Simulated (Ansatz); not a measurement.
# CH₇Al (built from SMILES [CH3][AlH2].[H][H]): a barrier at many levels of theory

Aim: the barrier and energy of one elementary step (Al1–H6 formed, C2–H5 formed, Al1–C2 broken, H5–H6 broken) from LDA up to coupled cluster, on fixed structures, to see where each rung fails.

The runs use Ansatz 0.2.0, Gaussian basis; single points in def2-TZVPP on PBE0-D4/def2-TZVP structures.

Levels: SPW92, PBE-D4, BLYP-D4, r2SCAN-D4, B97M-V, PBE0-D4, B3LYP-D4, r2SCAN0-D4, BHLYP-D4, CAM-B3LYP-D4, wB97X-V, wB97M-V, B2PLYP, PBE-QIDH, RPA on PBE, Hartree-Fock, MP2, CCSD, CCSD(T). The reference is CCSD(T) at the basis limit, from triple and quadruple zeta. Zero-point energies come from PBE0-D4 vibrations.

Correlated methods freeze the cores. B3LYP uses VWN-RPA correlation. B2PLYP carries no dispersion term here.

80 further runs of the same task are left out: 80 set aside as unsound or not needed.

## Step 1: Start, saddle and end, as given

Charge 0, multiplicity 1. The folders r, ts and p hold the start, the saddle and the end; their coordinates stand in the first inputs.

| pair | r (Å) | ts (Å) | p (Å) |
| --- | --- | --- | --- |
| Al1–H6 | 2.240 | 1.735 | 1.589 |
| C2–H5 | 2.798 | 1.481 | 1.099 |
| Al1–C2 | 1.958 | 2.140 | 2.778 |
| H5–H6 | 0.756 | 1.064 | 2.394 |

## Step 2: SPW92/def2-TZVPP

File r/in.yaml:

```yaml
crystal:
  periodic: [false, false, false]
  atoms:
    - {symbol: Al, position_ang: [-0.535490, -0.191802, -0.719187]}
    - {symbol: C, position_ang: [0.480760, -0.778712, 0.847836]}
    - {symbol: H, position_ang: [0.126304, -0.219952, -2.165733]}
    - {symbol: H, position_ang: [-2.092787, 0.112150, -0.602223]}
    - {symbol: H, position_ang: [0.187241, 1.829129, -0.121838]}
    - {symbol: H, position_ang: [-0.212559, 2.024576, -0.733082]}
    - {symbol: H, position_ang: [0.109626, -0.346611, 1.780984]}
    - {symbol: H, position_ang: [1.549245, -0.561983, 0.766667]}
    - {symbol: H, position_ang: [0.387560, -1.866695, 0.946575]}
basis:
  gaussian: {orbitals: def2-TZVPP}
hamiltonian: {xc: lda}
```

File ts/in.yaml:

```yaml
crystal:
  periodic: [false, false, false]
  atoms:
    - {symbol: Al, position_ang: [-0.641483, 0.101596, -0.930318]}
    - {symbol: C, position_ang: [0.504559, -0.407703, 0.803241]}
    - {symbol: H, position_ang: [0.135816, -0.352862, -2.225088]}
    - {symbol: H, position_ang: [-2.177850, 0.000246, -0.590315]}
    - {symbol: H, position_ang: [0.269830, 0.916526, 0.183297]}
    - {symbol: H, position_ang: [-0.078394, 1.677839, -0.473639]}
    - {symbol: H, position_ang: [0.137020, -0.130719, 1.792882]}
    - {symbol: H, position_ang: [1.593199, -0.337298, 0.778184]}
    - {symbol: H, position_ang: [0.257203, -1.467525, 0.661755]}
basis:
  gaussian: {orbitals: def2-TZVPP}
hamiltonian: {xc: lda}
```

File p/in.yaml:

```yaml
crystal:
  periodic: [false, false, false]
  atoms:
    - {symbol: Al, position_ang: [-0.792962, 0.436110, -1.219499]}
    - {symbol: C, position_ang: [0.656454, -0.365131, 1.010603]}
    - {symbol: H, position_ang: [0.087820, -0.472433, -2.177472]}
    - {symbol: H, position_ang: [-2.140643, -0.132510, -0.603621]}
    - {symbol: H, position_ang: [0.548459, 0.663845, 0.640864]}
    - {symbol: H, position_ang: [-0.460178, 1.983741, -1.082665]}
    - {symbol: H, position_ang: [0.254382, -0.395910, 2.021518]}
    - {symbol: H, position_ang: [1.717432, -0.607808, 1.002557]}
    - {symbol: H, position_ang: [0.129136, -1.109803, 0.407715]}
basis:
  gaussian: {orbitals: def2-TZVPP}
hamiltonian: {xc: lda}
```

Each run has its own folder and the same command.

Command:

```console
> ansatz run in.yaml --threads 2 --pin off --events-out ev --progress --plain --max-ram 4352MiB
```

After this run come: PBE-D4/def2-TZVPP; BLYP-D4/def2-TZVPP; r2SCAN-D4/def2-TZVPP; B97M-V/def2-TZVPP; PBE0-D4/def2-TZVPP; B3LYP-D4/def2-TZVPP; r2SCAN0-D4/def2-TZVPP; BHLYP-D4/def2-TZVPP; CAM-B3LYP-D4/def2-TZVPP; wB97X-V/def2-TZVPP; wB97M-V/def2-TZVPP; B2PLYP/def2-TZVPP; PBE-QIDH/def2-TZVPP; RPA on PBE/def2-TZVPP; CCSD(T)/def2-TZVPP; MP2/def2-QZVPP; Vibrations of the start structure; Vibrations of the end structure.

**Question.** What will these runs give? Wanted: barrier, CCSD(T)/CBS; reverse barrier, CCSD(T)/CBS; step energy, CCSD(T)/CBS; barrier with zero-point energy; step energy with zero-point energy; imaginary mode at the saddle; largest T1 diagnostic.

As calculated:

| quantity | value |
| --- | --- |
| barrier, CCSD(T)/CBS | 1.219 eV |
| reverse barrier, CCSD(T)/CBS | 1.481 eV |
| step energy, CCSD(T)/CBS | -0.262 eV |
| barrier with zero-point energy | 1.261 eV |
| step energy with zero-point energy | -0.155 eV |
| imaginary mode at the saddle | 1336i cm⁻¹ |
| largest T1 diagnostic | 0.010 |

**Reading.** wB97M-V is the best functional here (-0.020 eV from CCSD(T)/CBS); SPW92 is the worst (-0.544 eV). By rung, the mean size of the error is: LDA 0.544, GGA 0.229, meta-GGA 0.239, hybrid 0.123, range-separated hybrid 0.035, double hybrid 0.048 eV. PBE-D4 gives a barrier 0.302 eV too low, outside chemical accuracy (1 kcal/mol, 0.043 eV). Every functional without exact exchange puts the barrier too low, the usual mark of self-interaction error, which favours the spread-out density of a saddle. The barrier rises with the share of exact exchange, from BLYP-D4 through B3LYP-D4 to BHLYP-D4 (-0.156, -0.088, +0.049 eV). Hartree-Fock, with no correlation, is off by +0.389 eV. Zero-point motion raises the barrier by 0.042 eV. The start and the end structure keeps an imaginary mode: no true minimum.
